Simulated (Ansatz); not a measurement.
# AlRh, space group Pm-3m: a surface slab

With Ansatz's Python interface.

Notebook, run cell by cell (the value of a cell's last expression is shown):

In [1]:
```python
import ansatz as az
from ase import Atoms
from ase.build import surface
import numpy as np
```

In [2]:
```python
FUNCTIONAL = "lda"
```

In [3]:
```python
atoms = Atoms(
    ["Al", "Rh"],
    scaled_positions=[
        [0.0, 0.0, 0.0],
        [0.5, 0.5, 0.5],
    ],
    cell=[
        [2.977322, 0.0, 0.0],
        [0.0, 2.977322, 0.0],
        [0.0, 0.0, 2.977322],
    ],
    pbc=True,
)
# the plane is named in the basis of this cell
slab = surface(atoms, (1, 0, 1), 6, vacuum=6.0)
slab.pbc = True
```

In [4]:
```python
print(slab.get_chemical_formula(), "area {:.3f} A^2, cell height {:.2f} A".format(np.linalg.norm(np.cross(slab.cell[0], slab.cell[1])), slab.cell[2, 2]))
```
```text
Al6Rh6 area 12.536 A^2, cell height 22.53 A
```

In [5]:
```python
def prepared(structure):
    return (
        az.Crystal.from_ase(structure).calculation()
        .occupations(az.OccupationsMethod.FERMI_DIRAC)  # the run then minimises F = E - TS
        .functional(FUNCTIONAL)
    )
```

In [6]:
```python
model = prepared(slab)
model = model.kpoints(4, 6, 1).electric_field(axis=3, dipole_correction=True)
model = model.potential()
model = model.forces()
result = model.run(threads=1)
data = result.report
```
```text
DeckWarning: basis.ecutwfc = 420 eV, auto-derived from the records' recommended cutoffs: set by Al (normal level)
RunWarning: efield: at this solve's end the planar-averaged density reaches 1.06e-4 e/Å³ inside the ramp window [0.9056, 0.0944] (bound 1e-5 e/Å³); the window's nearer edge stands 3.87 Å from this [...]
RunWarning: The output density's exchange-correlation potential varies sharply where the density is thin. Do not read a vacuum level from v_tot or v_xc, or from such a field of the output density. On [...]
```

In [7]:
```python
data["n_electrons"]
```
Out [7]:
```text
120.0
```

In [8]:
```python
result.unlabelled_reasons
```
Out [8]:
```text
['vacuum_density_over_bound']
```

In [9]:
```python
print(f"slab free energy {data['free_energy_ev']:.4f} eV, Fermi level {data['fermi_energy_ev']:.3f} eV")
face = data["work_function"]
print("work function (eV), upper and lower face:", *(round(face[k], 3) for k in ("phi_plus_ev", "phi_minus_ev") if face.get(k) is not None))
print(f"dipole {face['dipole_moment_e_ang']:+.4f} e A")
```
```text
slab free energy -40758.8425 eV, Fermi level 7.047 eV
work function (eV), upper and lower face: 5.185 5.185
dipole -0.0000 e A
```

In [10]:
```python
# two faces, so half the excess energy for each
bulk = prepared(atoms).kpoints(8, 8, 8).run(threads=1).report
excess = data["free_energy_ev"] - bulk["free_energy_ev"] * len(slab) / len(atoms)
area = np.linalg.norm(np.cross(slab.cell[0], slab.cell[1]))
print(f"mean surface energy {excess / (2 * area) * 16.02177:.3f} J/m^2 ({1000 * excess / (2 * area):.1f} meV/A^2)")

print("z (A) and force along z (eV/A)")
for site, force in sorted(zip(result.lattice.sites, data["forces_ev_ang"]), key=lambda pair: pair[0].position_ang[2]):
    print(f"{site.symbol:3s} {site.position_ang[2]:8.3f} {force[2]:9.4f}")
```
```text
mean surface energy 2.303 J/m^2 (143.7 meV/A^2)
z (A) and force along z (eV/A)
Al     6.000   -0.4513
Rh     6.000    1.1946
Rh     8.105    0.4877
Al     8.105   -0.6838
Al    10.211   -0.0713
Rh    10.211   -0.0136
Al    12.316    0.0713
Rh    12.316    0.0136
Al    14.421    0.6838
Rh    14.421   -0.4877
Al    16.526    0.4513
Rh    16.526   -1.1946
```

Total energies depend on the potentials; only differences at equal settings carry meaning. A total without «per atom» is that of the cell as typed. The density doesn't vanish in the vacuum (a short gap or a low cutoff), which blurs the vacuum level. For a metal this k-point mesh is coarse: on a finer one energies can move by several to tens of meV an atom and pressures by half a GPa or more, differences at one mesh by less. The zero of the levels is a convention of the potentials, so an absolute Fermi energy is no work function. The structure comes from a database of computed cells and needn't be a stable or known phase. Warnings are shown shortened and without file and line. The slab is thin and cut from the structure as given; a cut can leave two unlike or polar faces, and the surface energy is then their mean. Miller indices refer to the vectors of the cell as typed, and the lattice isn't relaxed for this functional, so relaxation and surface energy can hold strain. Wall time of the script: 15 s on 1 thread of Intel(R) Xeon(R) 6975P-C (Granite Rapids), on a shared host, peak memory 0.65 GiB.

(Lines on the test bed's own set-up are left out of the output.)
